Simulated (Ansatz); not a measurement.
# Ti5W: the cost of one run

Method: DFT PBE, scalar-relativistic, plane waves, PAW, in Ansatz 0.2.0.

## (1) The system as given

The structure is hexagonal, space group P-6m2 (No. 187). Conventional cell: a = 2.781 Å, b = 2.781 Å, c = 13.236 Å, α = 90.00°, β = 90.00°, γ = 120.00°. Around Ti (site symmetry 3m) lie 9 Ti at 2.73 to 2.78 Å and 3 W at 2.73 Å. Ti (site symmetry -6m2) has 12 Ti at 2.73 to 2.78 Å in its first shell of neighbours. Ti (site symmetry 3m) is surrounded by 12 Ti at 2.73 to 2.78 Å. W (site symmetry -6m2) is surrounded by 6 Ti at 2.73 Å and 6 W at 2.78 Å.

Structure file:

```cif
data_structure
_symmetry_space_group_name_H-M 'P-6m2'
_symmetry_Int_Tables_number 187
_cell_length_a 2.7811
_cell_length_b 2.7811
_cell_length_c 13.2360
_cell_angle_alpha 90.000
_cell_angle_beta 90.000
_cell_angle_gamma 120.000
_cell_volume 88.66
loop_
_atom_site_label
_atom_site_type_symbol
_atom_site_symmetry_multiplicity
_atom_site_Wyckoff_symbol
_atom_site_fract_x
_atom_site_fract_y
_atom_site_fract_z
_atom_site_occupancy
Ti1 Ti 2 h 0.33333 0.66667 0.83333 1
Ti2 Ti 1 d 0.33333 0.66667 0.50000 1
Ti3 Ti 2 i 0.66667 0.33333 0.33333 1
W1 W 1 e 0.66667 0.33333 0.00000 1
```

The start is an ordering of an alloy on its end members' structure types: elements ordered on the sites of the Ti type, Ti/W on Ti (P-6m2, No. 187).

## (2) A first look at the guess

Input file input.yaml:

```yaml
crystal:
  lattice:
    - [2.78105879, 0.0, 0.0]
    - [-1.3905294, 2.40846756, 0.0]
    - [0.0, 0.0, 13.23595366]
  atoms:
    - { symbol: Ti, position: [0.33333333, 0.66666667, 0.83333333] }
    - { symbol: Ti, position: [0.33333333, 0.66666667, 0.16666667] }
    - { symbol: Ti, position: [0.33333333, 0.66666667, 0.5] }
    - { symbol: Ti, position: [0.66666667, 0.33333333, 0.33333333] }
    - { symbol: Ti, position: [0.66666667, 0.33333333, 0.66666667] }
    - { symbol: W, position: [0.66666667, 0.33333333, 0.0] }
basis:
  ecutwfc: 420
kpoints:
  mp_grid: { grid: [6, 6, 2] }
hamiltonian:
  xc: pbe
scf:
  occupations: { method: gaussian, width: 0.1 }
  lower_state_search: "off"
output:
  forces: true
  stress: true
  eigenvalues: true
```

The run is started by

```bash
$ ansatz run input.yaml --threads 1 --pin off --max-ram 2560MiB --backend cpu --events-out ev --progress --plain --runs-dir out
```

Q: Estimate wall time and peak memory on 1 thread of Intel Xeon at 2.50GHz (Skylake/Cascade Lake), shared host.

About 12 s, with a peak of 0.36 GiB.
